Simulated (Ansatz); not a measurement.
What does this script print? It uses Ansatz 0.2.0, Python API.

Script `restart_cai.py`:
```python
# -*- coding: utf-8 -*-
"""Start a denser mesh for CaI from a saved density."""

import ansatz as az

CUTOFF_EV = 510
SCF_TOL = 1e-08
MAX_ITERATIONS = 60

lattice = az.Lattice.of(
    (4.14682, 0.0, 0.0),
    (-2.07341, 3.591252, 0.0),
    (0.0, 0.0, 4.576229),
)
sites = [
    ("Ca", (0.0, 0.0, 0.5)),
    ("I", (2 / 3, 1 / 3, 0.0)),
]
structure = az.Crystal(lattice=lattice)
for symbol, position in sites:
    structure = structure.atom(symbol, position)

calc = (
    structure.calculation()
    .basis(CUTOFF_EV)
    .scf(tolerance=SCF_TOL, max_iterations=MAX_ITERATIONS)
    .functional(az.Functional.LDA)
    .occupations(az.OccupationsMethod.FERMI_DIRAC)
)
coarse = calc.kpoints(*(3, 3, 2)).checkpoint(write="ground.run").run(threads=1, backend="cpu").report
warm = calc.kpoints(*(6, 6, 5)).checkpoint(read="ground.run").run(threads=1, backend="cpu").report
cold = calc.kpoints(*(6, 6, 5)).run(threads=1, backend="cpu").report
for label, report in (("coarse", coarse), ("fine, from the saved density", warm), ("fine, fresh start", cold)):
    print(f"{label:30s} F = {report['free_energy_ev']:.5f} eV  iterations {report['n_iterations']}")
```

`python restart_cai.py` gives:
```text
coarse                         F = -9130.64860 eV  iterations 7
fine, from the saved density   F = -9130.63575 eV  iterations 7
fine, fresh start              F = -9130.63575 eV  iterations 8
```

Reading the output:
- Total energies depend on the potentials; only differences at equal settings carry meaning. A total without «per atom» is that of the cell as typed.
- The cell holds an odd number of electrons and is run without spin, so a magnetic state may lie lower.
- The mesh is modest for a metal, so energies can be off by several to tens of meV an atom and pressures by half a GPa or more; differences at equal mesh fare better.
- The structure comes from a database of computed cells and needn't be a stable or known phase.
- Run time: 7.7 s on 1 thread of Arm Neoverse V2, on a shared host, peak memory 0.39 GiB.

(A comment or docstring line of the script was reworded after the run, the code is as it ran; lines on the test bed's own set-up are left out of the output.)
